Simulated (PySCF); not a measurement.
# MeOCH2CF3: NMR shifts at several levels of theory

How much do the NMR shifts of MeOCH2CF3 (`COCC(F)(F)F`) depend on the level of theory, and what does each level cost?

Programs: PySCF 2.14.0, with density-fitted response routines of our own. Each step states its level of theory. These are calculated values for one molecule in the gas phase, unless marked as measured. Atoms count from 0, in the outputs and in this text.

**1. The molecule as given**

12 atoms, charge 0, multiplicity 1; geometry from: GFN2-xTB.

Bonds of the start (Å): C0–O1 1.42, O1–C2 1.39, C2–C3 1.54, C3–F4 1.34, C3–F5 1.34, C3–F6 1.33, C0–H7 1.09, C0–H8 1.09, C0–H9 1.10, C2–H10 1.10, C2–H11 1.09.

**2. Relaxing the molecule at PBE0-D3(BJ)/def2-SVP**

What the job is given:

```
{"job": {"xc": "PBE0", "basis": "def2-SVP", "d3": "d3bj", "grid": 1, "kind": "geom"}, "charge": 0, "multiplicity": 1}
C      1.656990    -0.251268    -0.114610
O      0.633940     0.117530    -1.020580
C     -0.488208     0.695211    -0.437928
C     -1.348591    -0.294402     0.363248
F     -2.576893     0.207050     0.568975
F     -0.844757    -0.560326     1.579802
F     -1.499966    -1.466029    -0.255900
H      2.508492    -0.529816    -0.730745
H      1.367494    -1.103573     0.506137
H      1.928453     0.590601     0.531159
H     -0.228737     1.522321     0.241387
H     -1.107020     1.072015    -1.256972
```

Output:

```text
step   0  E = -491.20765529  max force = 0.014341
step   1  E = -491.20894337  max force = 0.004838
step   2  E = -491.20906958  max force = 0.001541
step   3  E = -491.20910194  max force = 0.000395
step   4  E = -491.20911093  max force = 0.000223
optimisation converged
```

It took 35 s on 1 thread, shared host.

The steps of the relaxation:

```tsv
step	energy from step 0 (eV)	largest force component (eV/Å)
0	0.0000	0.7374
1	-0.0351	0.2488
2	-0.0385	0.0792
3	-0.0394	0.0203
4	-0.0396	0.0115
```

Close pairs (by a distance rule), those that changed most:

```tsv
bond	before (Å)	after (Å)	change (Å)
C2–C3	1.537	1.520	-0.017
C0–O1	1.415	1.403	-0.012
C0–H9	1.095	1.107	+0.012
C0–H7	1.087	1.098	+0.011
C0–H8	1.093	1.103	+0.010
O1–C2	1.390	1.382	-0.008
C2–H10	1.101	1.108	+0.007
C2–H11	1.094	1.100	+0.007
```

The final coordinates are the input of the step that follows.

```tsv
at the end point	value
point group (found at 0.08 Å tolerance)	C1
rotational constants (GHz, main isotopes)	4.604, 1.867, 1.788
dipole moment (D)	1.88
```

**3. Shielding tensors: PBE0/def2-SVP**

What the job is given:

```
{"job": {"kind": "nmr", "xc": "PBE0", "basis": "def2-SVP", "pop": true}, "charge": 0, "multiplicity": 1}
C      1.661782    -0.329936    -0.051698
O      0.659546     0.020452    -0.969080
C     -0.436723     0.679714    -0.445731
C     -1.407454    -0.221446     0.299738
F     -2.535078     0.448512     0.556483
F     -0.913396    -0.634929     1.475272
F     -1.717382    -1.304542    -0.406378
H      2.531268    -0.660177    -0.635605
H      1.355690    -1.149721     0.620108
H      1.961230     0.535056     0.570409
H     -0.156917     1.498824     0.246359
H     -0.997127     1.117177    -1.285290
```

Method: GIAO PBE0/def2-SVP NMR shielding, non-relativistic, gas phase.

Output:

```text
coarse grid: 10704 points
cycle   1  E = -490.9645824957  dE =  1.018e+00  |g| = 9.752e-01  |ddm| = 3.432e+00
cycle   2  E = -490.7806879306  dE =  1.839e-01  |g| = 1.443e+00  |ddm| = 1.703e+00
cycle   3  E = -491.1306369147  dE = -3.499e-01  |g| = 6.266e-02  |ddm| = 1.055e+00
cycle   4  E = -491.1310919204  dE = -4.550e-04  |g| = 4.079e-02  |ddm| = 7.203e-02
cycle   5  E = -491.1313890699  dE = -2.971e-04  |g| = 7.923e-03  |ddm| = 3.409e-02
cycle   6  E = -491.1313989991  dE = -9.929e-06  |g| = 2.359e-03  |ddm| = 7.886e-03
final grid: 106504 points
cycle   7  E = -491.2026019933  dE = -2.663e-05  |g| = 9.772e-03  |ddm| = 2.132e-02
cycle   8  E = -491.2025838714  dE =  1.812e-05  |g| = 1.410e-02  |ddm| = 1.606e-02
cycle   9  E = -491.2026198645  dE = -3.599e-05  |g| = 7.040e-04  |ddm| = 9.740e-03
cycle  10  E = -491.2026199792  dE = -1.147e-07  |g| = 1.700e-04  |ddm| = 8.538e-04
cycle  11  E = -491.2026199850  dE = -5.789e-09  |g| = 5.057e-05  |ddm| = 1.785e-04
cycle  12  E = -491.2026199854  dE = -3.678e-10  |g| = 1.628e-05  |ddm| = 4.487e-05
converged SCF energy = -491.2026199854

GIAO shielding tensors (ppm)
atom      isotropic    diamagn.    paramagn.     s11        s22        s33       span
  0 C      138.227     244.146    -105.920    106.580    118.270    189.829     83.250
  1 O      340.586     392.043     -51.457    324.461    331.986    365.310     40.849
  2 C      126.906     249.199    -122.294    101.884    115.097    163.737     61.853
  3 C       66.912     247.452    -180.541     62.548     66.065     72.122      9.574
  4 F      286.362     468.003    -181.640    209.309    294.812    354.966    145.657
  5 F      279.813     475.166    -195.353    204.947    287.725    346.766    141.820
  6 F      290.930     471.867    -180.937    212.823    307.530    352.435    139.612
  7 H       27.933      28.605      -0.672     24.048     25.565     34.187     10.138
  8 H       27.815      30.839      -3.023     23.328     27.276     32.841      9.513
  9 H       28.643      30.103      -1.460     25.486     26.246     34.195      8.709
 10 H       28.366      31.375      -3.009     24.629     28.712     31.756      7.127
 11 H       27.715      29.284      -1.568     23.401     27.786     31.958      8.557
```

It took 14 s on 1 thread, shared host.

The references, computed at this level on geometries of the same kind, shield at (ppm): ¹H TMS 31.34, ¹³C TMS 193.7, ¹⁹F CFCl3 214.6, ¹⁷O H2O 343.0. Their shielding less the atom's gives the shift. The references are single molecules in the gas phase, so shifts against H2O, NH3, PH3, H3PO4 or CFCl3 are not on the usual liquid scales and can be off by tens of ppm. Atoms listed in one row are averaged.

```tsv
atoms	environment	σ (ppm)	δ (ppm)
C3	CF3 carbon	66.9	126.8
C2	sp3 CH2 bonded to O	126.9	66.8
C0	methyl carbon bonded to O	138.2	55.5
H10, H11	hydrogen on an sp3 CH2 bonded to O	28.04	3.30
H7, H8, H9	hydrogen on a methyl carbon bonded to O	28.13	3.21
O1	ether oxygen	340.6	2.5
F4, F5, F6	fluorine of a CF3 group	285.7	-71.1
```

Charges from the same density, by scheme (e):

```tsv
atoms	Mulliken	IAO	Hirshfeld	ESP fit
C0	0.11	-0.19	-0.04	-0.11
O1	-0.40	-0.37	-0.13	-0.25
C2	0.11	-0.09	-0.02	-0.21
C3	0.48	0.79	0.25	0.56
F4, F5, F6	-0.18	-0.28	-0.09	-0.18
```

Mayer bond orders: C0–O1 0.96, O1–C2 1.03, C2–C3 0.99, C3–F4 1.10, C3–F5 1.10, C3–F6 1.13.

**4. NMR shieldings: PBE0/def2-TZVP**

Same as in step 3 but for these lines:

```diff
@@ -1,2 +1,2 @@
-{"job": {"kind": "nmr", "xc": "PBE0", "basis": "def2-SVP", "pop": true}, "charge": 0, "multiplicity": 1}
+{"job": {"kind": "nmr", "xc": "PBE0", "basis": "def2-TZVP", "pop": true}, "charge": 0, "multiplicity": 1}
 C      1.661782    -0.329936    -0.051698
```

Level: GIAO PBE0/def2-TZVP NMR shielding, non-relativistic, gas phase.

Output:

```text
coarse grid: 10704 points
cycle   1  E = -491.6192316384  dE =  1.065e+00  |g| = 9.910e-01  |ddm| = 2.610e+00
cycle   2  E = -491.4150127259  dE =  2.042e-01  |g| = 1.532e+00  |ddm| = 1.178e+00
cycle   3  E = -491.7772781869  dE = -3.623e-01  |g| = 7.343e-02  |ddm| = 7.393e-01
cycle   4  E = -491.7777710440  dE = -4.929e-04  |g| = 5.359e-02  |ddm| = 6.692e-02
cycle   5  E = -491.7782305415  dE = -4.595e-04  |g| = 9.945e-03  |ddm| = 3.034e-02
cycle   6  E = -491.7782451755  dE = -1.463e-05  |g| = 2.778e-03  |ddm| = 7.605e-03
cycle   7  E = -491.7782467759  dE = -1.600e-06  |g| = 3.809e-04  |ddm| = 2.280e-03
final grid: 106504 points
cycle   8  E = -491.7828563239  dE = -8.575e-05  |g| = 9.640e-03  |ddm| = 4.605e-02
cycle   9  E = -491.7828419030  dE =  1.442e-05  |g| = 1.343e-02  |ddm| = 1.087e-02
cycle  10  E = -491.7828726189  dE = -3.072e-05  |g| = 1.186e-03  |ddm| = 6.430e-03
cycle  11  E = -491.7828728894  dE = -2.704e-07  |g| = 2.951e-04  |ddm| = 1.101e-03
cycle  12  E = -491.7828729072  dE = -1.780e-08  |g| = 9.394e-05  |ddm| = 2.654e-04
cycle  13  E = -491.7828729083  dE = -1.167e-09  |g| = 2.637e-05  |ddm| = 5.956e-05
cycle  14  E = -491.7828729084  dE = -1.022e-10  |g| = 5.311e-06  |ddm| = 1.688e-05
converged SCF energy = -491.7828729084

GIAO shielding tensors (ppm)
atom      isotropic    diamagn.    paramagn.     s11        s22        s33       span
  0 C      126.805     245.536    -118.731     92.917    103.809    183.690     90.773
  1 O      325.565     384.944     -59.379    308.532    315.656    352.507     43.975
  2 C      114.817     247.248    -132.431     90.619    100.655    153.177     62.558
  3 C       54.292     243.782    -189.490     49.948     53.138     59.791      9.844
  4 F      260.240     465.755    -205.515    175.130    260.942    344.647    169.517
  5 F      254.724     472.247    -217.522    172.184    256.431    335.557    163.373
  6 F      266.836     468.403    -201.567    178.938    278.916    342.654    163.716
  7 H       27.927      28.907      -0.980     24.252     25.578     33.951      9.699
  8 H       27.710      30.162      -2.452     23.475     26.986     32.668      9.193
  9 H       28.525      29.900      -1.374     25.291     26.329     33.956      8.666
 10 H       28.168      30.813      -2.645     24.449     28.687     31.368      6.919
 11 H       27.664      29.488      -1.825     23.459     27.829     31.704      8.245
```

Run time: 42 s. Hardware: 1 thread, shared host.

Key values: δ C3 132.4, C2 71.8, C0 59.8, O1 7.0, H10 3.57, H7 3.43 ppm (means over like atoms).

**5. Nuclear shieldings: PBE0/cc-pVDZ**

Same as in step 4 but for these lines:

```diff
@@ -1,2 +1,2 @@
-{"job": {"kind": "nmr", "xc": "PBE0", "basis": "def2-TZVP", "pop": true}, "charge": 0, "multiplicity": 1}
+{"job": {"kind": "nmr", "xc": "PBE0", "basis": "cc-pVDZ", "pop": true}, "charge": 0, "multiplicity": 1}
 C      1.661782    -0.329936    -0.051698
```

With the program's defaults for keys left out, this is: GIAO PBE0/cc-pVDZ NMR shielding, non-relativistic, gas phase.

Output:

```text
coarse grid: 10704 points
cycle   1  E = -491.4272344484  dE =  1.097e+00  |g| = 9.775e-01  |ddm| = 5.949e+00
cycle   2  E = -491.2369611819  dE =  1.903e-01  |g| = 1.458e+00  |ddm| = 3.004e+00
cycle   3  E = -491.5923787108  dE = -3.554e-01  |g| = 6.545e-02  |ddm| = 1.809e+00
cycle   4  E = -491.5929086312  dE = -5.299e-04  |g| = 4.198e-02  |ddm| = 1.348e-01
cycle   5  E = -491.5932225004  dE = -3.139e-04  |g| = 8.059e-03  |ddm| = 5.887e-02
cycle   6  E = -491.5932330168  dE = -1.052e-05  |g| = 2.507e-03  |ddm| = 1.333e-02
cycle   7  E = -491.5932344026  dE = -1.386e-06  |g| = 2.736e-04  |ddm| = 4.179e-03
final grid: 106504 points
cycle   8  E = -491.5982251874  dE = -2.998e-05  |g| = 9.642e-03  |ddm| = 4.916e-02
cycle   9  E = -491.5982109889  dE =  1.420e-05  |g| = 1.331e-02  |ddm| = 2.964e-02
cycle  10  E = -491.5982435857  dE = -3.260e-05  |g| = 9.476e-04  |ddm| = 1.645e-02
cycle  11  E = -491.5982437893  dE = -2.036e-07  |g| = 1.963e-04  |ddm| = 1.825e-03
cycle  12  E = -491.5982437964  dE = -7.070e-09  |g| = 7.182e-05  |ddm| = 3.145e-04
cycle  13  E = -491.5982437971  dE = -7.503e-10  |g| = 1.742e-05  |ddm| = 9.727e-05
converged SCF energy = -491.5982437971

GIAO shielding tensors (ppm)
atom      isotropic    diamagn.    paramagn.     s11        s22        s33       span
  0 C      140.570     245.697    -105.127    108.549    120.129    193.031     84.482
  1 O      334.632     389.350     -54.718    318.358    326.296    359.241     40.882
  2 C      128.286     248.959    -120.673    104.044    116.059    164.756     60.713
  3 C       70.565     250.164    -179.599     66.411     69.878     75.406      8.995
  4 F      283.717     469.297    -185.580    208.227    288.848    354.077    145.851
  5 F      275.826     475.122    -199.296    202.901    278.955    345.623    142.721
  6 F      288.798     472.072    -183.275    211.808    302.581    352.003    140.195
  7 H       27.846      28.910      -1.064     24.045     25.487     34.006      9.961
  8 H       27.731      31.253      -3.522     23.291     27.088     32.812      9.521
  9 H       28.538      30.398      -1.860     25.303     26.226     34.084      8.780
 10 H       28.338      31.492      -3.154     24.591     28.793     31.631      7.040
 11 H       27.721      29.629      -1.908     23.405     27.904     31.853      8.449
```

Wall time 15 s (1 thread, shared host).

In short: δ C3 126.2, C2 68.5, C0 56.2, O1 8.7, H10 3.26, H7 3.25 ppm (means over like atoms).

**6. Shielding tensors: PBE0/cc-pVTZ**

Same as in step 5 but for these lines:

```diff
@@ -1,2 +1,2 @@
-{"job": {"kind": "nmr", "xc": "PBE0", "basis": "cc-pVDZ", "pop": true}, "charge": 0, "multiplicity": 1}
+{"job": {"kind": "nmr", "xc": "PBE0", "basis": "cc-pVTZ", "pop": true}, "charge": 0, "multiplicity": 1}
 C      1.661782    -0.329936    -0.051698
```

Method: GIAO PBE0/cc-pVTZ NMR shielding, non-relativistic, gas phase.

Output:

```text
coarse grid: 10704 points
cycle   1  E = -491.6064765352  dE =  1.057e+00  |g| = 9.911e-01  |ddm| = 6.414e+00
cycle   2  E = -491.4066646021  dE =  1.998e-01  |g| = 1.530e+00  |ddm| = 2.617e+00
cycle   3  E = -491.7635994254  dE = -3.569e-01  |g| = 7.187e-02  |ddm| = 1.600e+00
cycle   4  E = -491.7640803288  dE = -4.809e-04  |g| = 5.212e-02  |ddm| = 1.436e-01
cycle   5  E = -491.7645111394  dE = -4.308e-04  |g| = 9.794e-03  |ddm| = 6.427e-02
cycle   6  E = -491.7645250376  dE = -1.390e-05  |g| = 2.786e-03  |ddm| = 1.431e-02
cycle   7  E = -491.7645266287  dE = -1.591e-06  |g| = 3.832e-04  |ddm| = 4.644e-03
final grid: 106504 points
cycle   8  E = -491.7586236280  dE = -8.719e-05  |g| = 1.069e-02  |ddm| = 8.842e-02
cycle   9  E = -491.7586056582  dE =  1.797e-05  |g| = 1.507e-02  |ddm| = 3.001e-02
cycle  10  E = -491.7586431725  dE = -3.751e-05  |g| = 1.160e-03  |ddm| = 1.663e-02
cycle  11  E = -491.7586434366  dE = -2.641e-07  |g| = 3.095e-04  |ddm| = 2.177e-03
cycle  12  E = -491.7586434553  dE = -1.869e-08  |g| = 1.007e-04  |ddm| = 5.155e-04
cycle  13  E = -491.7586434566  dE = -1.285e-09  |g| = 2.735e-05  |ddm| = 1.244e-04
cycle  14  E = -491.7586434567  dE = -1.147e-10  |g| = 4.837e-06  |ddm| = 3.441e-05
converged SCF energy = -491.7586434567

GIAO shielding tensors (ppm)
atom      isotropic    diamagn.    paramagn.     s11        s22        s33       span
  0 C      127.851     242.717    -114.867     94.504    105.406    183.642     89.138
  1 O      326.072     388.731     -62.658    309.227    315.920    353.070     43.844
  2 C      115.930     245.943    -130.013     91.884    101.934    153.972     62.089
  3 C       56.109     242.223    -186.114     51.627     55.039     61.661     10.034
  4 F      263.704     467.259    -203.556    179.745    265.125    346.240    166.495
  5 F      257.820     473.652    -215.832    176.718    259.722    337.019    160.302
  6 F      269.951     470.190    -200.239    183.545    282.145    344.164    160.619
  7 H       27.754      29.184      -1.431     24.046     25.365     33.850      9.804
  8 H       27.535      30.468      -2.933     23.258     26.849     32.499      9.241
  9 H       28.370      30.019      -1.649     25.103     26.145     33.862      8.759
 10 H       28.033      31.118      -3.085     24.278     28.540     31.280      7.002
 11 H       27.510      29.714      -2.204     23.275     27.661     31.595      8.320
```

Run time: 49 s. Hardware: 1 thread, shared host.

Key values: δ C3 131.2, C2 71.4, C0 59.4, O1 8.8, H10 3.52, H7 3.40 ppm (means over like atoms).

**7. NMR shieldings: PBE0/aug-cc-pVDZ**

Same as in step 6 but for these lines:

```diff
@@ -1,2 +1,2 @@
-{"job": {"kind": "nmr", "xc": "PBE0", "basis": "cc-pVTZ", "pop": true}, "charge": 0, "multiplicity": 1}
+{"job": {"kind": "nmr", "xc": "PBE0", "basis": "aug-cc-pVDZ", "pop": true}, "charge": 0, "multiplicity": 1}
 C      1.661782    -0.329936    -0.051698
```

Level: GIAO PBE0/aug-cc-pVDZ NMR shielding, non-relativistic, gas phase.

Output:

```text
coarse grid: 10704 points
cycle   1  E = -491.4873883017  dE =  1.089e+00  |g| = 9.110e-01  |ddm| = 6.576e+00
cycle   2  E = -491.3081117485  dE =  1.793e-01  |g| = 1.394e+00  |ddm| = 2.818e+00
cycle   3  E = -491.6329704882  dE = -3.249e-01  |g| = 7.298e-02  |ddm| = 1.721e+00
cycle   4  E = -491.6335618578  dE = -5.914e-04  |g| = 4.803e-02  |ddm| = 1.499e-01
cycle   5  E = -491.6339584369  dE = -3.966e-04  |g| = 9.124e-03  |ddm| = 6.337e-02
cycle   6  E = -491.6339720131  dE = -1.358e-05  |g| = 2.552e-03  |ddm| = 1.548e-02
cycle   7  E = -491.6339734369  dE = -1.424e-06  |g| = 3.045e-04  |ddm| = 4.460e-03
final grid: 106504 points
cycle   8  E = -491.6389565996  dE = -3.634e-05  |g| = 9.760e-03  |ddm| = 9.748e-02
cycle   9  E = -491.6389411779  dE =  1.542e-05  |g| = 1.370e-02  |ddm| = 3.299e-02
cycle  10  E = -491.6389751282  dE = -3.395e-05  |g| = 1.070e-03  |ddm| = 1.714e-02
cycle  11  E = -491.6389753847  dE = -2.565e-07  |g| = 2.354e-04  |ddm| = 1.969e-03
cycle  12  E = -491.6389753948  dE = -1.003e-08  |g| = 9.350e-05  |ddm| = 3.735e-04
cycle  13  E = -491.6389753960  dE = -1.288e-09  |g| = 2.198e-05  |ddm| = 1.296e-04
cycle  14  E = -491.6389753961  dE = -8.731e-11  |g| = 4.225e-06  |ddm| = 3.563e-05
converged SCF energy = -491.6389753961

GIAO shielding tensors (ppm)
atom      isotropic    diamagn.    paramagn.     s11        s22        s33       span
  0 C      138.746     205.291     -66.546    106.108    117.056    193.073     86.965
  1 O      330.262     365.980     -35.718    313.709    319.854    357.224     43.515
  2 C      126.595     218.019     -91.425    103.465    112.317    164.002     60.537
  3 C       69.569     234.019    -164.450     65.842     67.762     75.104      9.262
  4 F      273.528     474.495    -200.967    193.108    274.246    353.230    160.122
  5 F      267.874     471.050    -203.176    189.518    270.776    343.329    153.811
  6 F      279.555     470.754    -191.199    196.203    291.109    351.353    155.150
  7 H       27.697      30.304      -2.607     23.950     25.349     33.791      9.841
  8 H       27.496      26.307       1.188     23.164     26.779     32.543      9.380
  9 H       28.295      25.216       3.079     25.030     26.061     33.795      8.765
 10 H       27.970      25.594       2.376     24.241     28.410     31.259      7.018
 11 H       27.458      27.926      -0.468     23.239     27.545     31.591      8.352
```

Wall time 32 s (1 thread, shared host).

Key values: δ C3 125.5, C2 68.5, C0 56.4, O1 5.6, H10 3.68, H7 3.57 ppm (means over like atoms).

**8. Shielding tensors: PBE0/IGLO-III**

Same as in step 7 but for these lines:

```diff
@@ -1,2 +1,2 @@
-{"job": {"kind": "nmr", "xc": "PBE0", "basis": "aug-cc-pVDZ", "pop": true}, "charge": 0, "multiplicity": 1}
+{"job": {"kind": "nmr", "xc": "PBE0", "basis": "IGLO-III", "pop": true}, "charge": 0, "multiplicity": 1}
 C      1.661782    -0.329936    -0.051698
```

Method: GIAO PBE0/IGLO-III NMR shielding, non-relativistic, gas phase.

Output:

```text
coarse grid: 10704 points
cycle   1  E = -491.6195591524  dE =  1.073e+00  |g| = 9.969e-01  |ddm| = 2.324e+00
cycle   2  E = -491.4122829527  dE =  2.073e-01  |g| = 1.548e+00  |ddm| = 1.026e+00
cycle   3  E = -491.7786493846  dE = -3.664e-01  |g| = 7.722e-02  |ddm| = 6.363e-01
cycle   4  E = -491.7791349234  dE = -4.855e-04  |g| = 5.795e-02  |ddm| = 5.304e-02
cycle   5  E = -491.7796620300  dE = -5.271e-04  |g| = 1.038e-02  |ddm| = 2.636e-02
cycle   6  E = -491.7796773228  dE = -1.529e-05  |g| = 2.956e-03  |ddm| = 5.978e-03
cycle   7  E = -491.7796790900  dE = -1.767e-06  |g| = 4.365e-04  |ddm| = 1.751e-03
final grid: 106504 points
cycle   8  E = -491.7898873105  dE = -1.169e-04  |g| = 9.772e-03  |ddm| = 5.509e-02
cycle   9  E = -491.7898732401  dE =  1.407e-05  |g| = 1.350e-02  |ddm| = 8.884e-03
cycle  10  E = -491.7899034759  dE = -3.024e-05  |g| = 1.190e-03  |ddm| = 5.110e-03
cycle  11  E = -491.7899037246  dE = -2.487e-07  |g| = 4.204e-04  |ddm| = 9.205e-04
cycle  12  E = -491.7899037609  dE = -3.630e-08  |g| = 1.195e-04  |ddm| = 2.765e-04
cycle  13  E = -491.7899037627  dE = -1.826e-09  |g| = 2.872e-05  |ddm| = 5.014e-05
cycle  14  E = -491.7899037629  dE = -1.284e-10  |g| = 5.260e-06  |ddm| = 1.287e-05
converged SCF energy = -491.7899037629

GIAO shielding tensors (ppm)
atom      isotropic    diamagn.    paramagn.     s11        s22        s33       span
  0 C      122.906     248.214    -125.307     88.227     99.730    180.762     92.535
  1 O      322.608     378.659     -56.051    304.629    312.388    350.806     46.177
  2 C      110.619     250.960    -140.341     86.074     96.291    149.492     63.418
  3 C       50.439     250.778    -200.339     45.817     49.413     56.086     10.269
  4 F      258.177     460.092    -201.915    172.505    258.795    343.232    170.728
  5 F      251.717     466.863    -215.146    168.552    253.683    332.917    164.366
  6 F      264.663     463.239    -198.576    175.736    276.822    341.431    165.695
  7 H       27.771      27.690       0.081     24.014     25.461     33.838      9.824
  8 H       27.547      30.276      -2.729     23.250     26.864     32.525      9.275
  9 H       28.365      29.663      -1.299     25.145     26.097     33.853      8.708
 10 H       27.981      30.803      -2.823     24.223     28.467     31.253      7.030
 11 H       27.475      28.493      -1.018     23.226     27.605     31.593      8.368
```

Run time: 54 s. Hardware: 1 thread, shared host.

This run: δ C3 133.3, C2 73.2, C0 60.9, O1 4.6, H10 3.65, H7 3.48 ppm (means over like atoms).

**9. Run by run: NMR shifts**

Shifts (ppm), means over like atoms, with basis size and wall time:

```tsv
run	C3	C2	C0	H10	H7	O1	F4	functions	time
PBE0/def2-SVP	126.8	66.8	55.5	3.30	3.21	2.5	-71.1	123	14 s
PBE0/def2-TZVP	132.4	71.8	59.8	3.57	3.43	7.0	-81.7	247	42 s
PBE0/cc-pVDZ	126.2	68.5	56.2	3.26	3.25	8.7	-81.8	123	15 s
PBE0/cc-pVTZ	131.2	71.4	59.4	3.52	3.40	8.8	-81.2	280	49 s
PBE0/aug-cc-pVDZ	125.5	68.5	56.4	3.68	3.57	5.6	-79.5	206	32 s
PBE0/IGLO-III	133.3	73.2	60.9	3.65	3.48	4.6	-83.6	295	54 s
```

**10. Outcome**

| quantity | value |
| --- | --- |
| point group | C1 |
| rotational constants (main isotopes) | 4.60, 1.87, 1.79 GHz |
| ¹³C shifts against TMS (PBE0/def2-SVP) | 126.8, 66.8, 55.5 ppm |
| ¹H shifts against TMS (PBE0/def2-SVP, means over atoms taken as alike) | 3.30, 3.21 ppm |
| ¹⁷O shifts against H2O (PBE0/def2-SVP) | 2.5 ppm |
| ¹⁹F shifts against CFCl3 (PBE0/def2-SVP, means over atoms taken as alike) | -71.1 ppm |
| range of the shift of F4 | -83.6 to -71.1 ppm |

In words: Single values in the summary come from the first run of each kind that ended normally (PBE0/def2-SVP), which need not be the best level. Relaxing lowered the energy by 0.040 eV in 4 steps; the close pair that moved most is C2–C3, from 1.537 to 1.520 Å. At PBE0/def2-SVP: Shielding is most anisotropic at F4, F5, F6 (span 142 ppm, paramagnetic term -186 ppm). In ppm, F4 (with its like atoms) moves most: its shift spreads over 12.5 ppm, from -83.6 (PBE0/IGLO-III) to -71.1 (PBE0/def2-SVP).
